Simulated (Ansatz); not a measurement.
# C2H3F2In: basis-set convergence

The task here is to estimate one member of a computed series from the others.

Program: Ansatz 0.2.0, Gaussian basis. Level of theory: one geometry, several basis sets. These are calculated values, not measurements.

Levels to be run: PBE0-D4/def2-SVP; ωB97M-V/def2-SVP; PBE0-D4/def2-QZVPP; ωB97M-V/def2-QZVPP; the functionals' def2-TZVPP values are taken from earlier runs.

### Structure used throughout

All runs share one geometry, relaxed beforehand with PBE0-D4 in a triple-zeta def2 set. In takes the def2 core potential; no spin-orbit term is included.

SMILES `C=[CH][In]([F])[F]`, 8 atoms, charge 0, spin multiplicity 1.

Atoms are counted from 1 here; the program's logs count them from 0.

Bond lengths: C1–C2 1.328 Å, C1–H6 1.088 Å, C1–H7 1.086 Å, C2–In3 2.099 Å, C2–H8 1.085 Å, In3–F4 1.938 Å, In3–F5 1.944 Å. Angles: C2–C1–H6 121.0°, C2–C1–H7 123.0°, H6–C1–H7 116.0°, C1–C2–In3 121.0°, C1–C2–H8 120.4°, In3–C2–H8 118.6°, C2–In3–F4 129.8°, C2–In3–F5 122.4°, F4–In3–F5 107.8°.

Set-up of the first run:

Input file in.yaml:

```yaml
crystal:
  periodic: [false, false, false]
  atoms:
    - {symbol: C, position_ang: [0.046506, 0.937642, 1.199923]}
    - {symbol: C, position_ang: [-0.561403, -0.067600, 0.580531]}
    - {symbol: In, position_ang: [0.153952, -0.798988, -1.252265]}
    - {symbol: F, position_ang: [-0.524728, -2.231998, -2.367402]}
    - {symbol: F, position_ang: [1.723586, -0.057857, -2.128331]}
    - {symbol: H, position_ang: [-0.324783, 1.318550, 2.148947]}
    - {symbol: H, position_ang: [0.930077, 1.428042, 0.803484]}
    - {symbol: H, position_ang: [-1.443217, -0.527791, 1.015123]}
basis:
  gaussian: {orbitals: def2-SVP}
hamiltonian: {xc: pbe0, dispersion: d4}
output: {orbitals: {seedname: orbitals}}
```

On the command line:

```console
ansatz run in.yaml --threads 2 --pin off --events-out ev --progress --plain --max-ram 32768MiB --backend cpu
```

Among the steps run: PBE0-D4 in def2-SVP; ωB97M-V in def2-SVP; PBE0-D4 in def2-QZVPP; ωB97M-V in def2-QZVPP.

One table of the session follows, with a row left open; its other results are not shown here.

It belongs to the step «Density functionals: the series». 

```
functional       basis  HOMO (eV)  LUMO (eV)
   PBE0-D4    def2-SVP      -8.96      -1.71
   PBE0-D4  def2-TZVPP      -9.03      -1.85
   PBE0-D4  def2-QZVPP      -9.04      -1.88
   ωB97M-V    def2-SVP     -11.17       0.14
   ωB97M-V  def2-TZVPP     -11.28      -0.09
   ωB97M-V  def2-QZVPP          ?          ?
```

Estimate the missing values for ωB97M-V, def2-QZVPP.

The run gave: HOMO (eV): -11.30; LUMO (eV): -0.15. In the column «HOMO (eV)» it is the lowest.
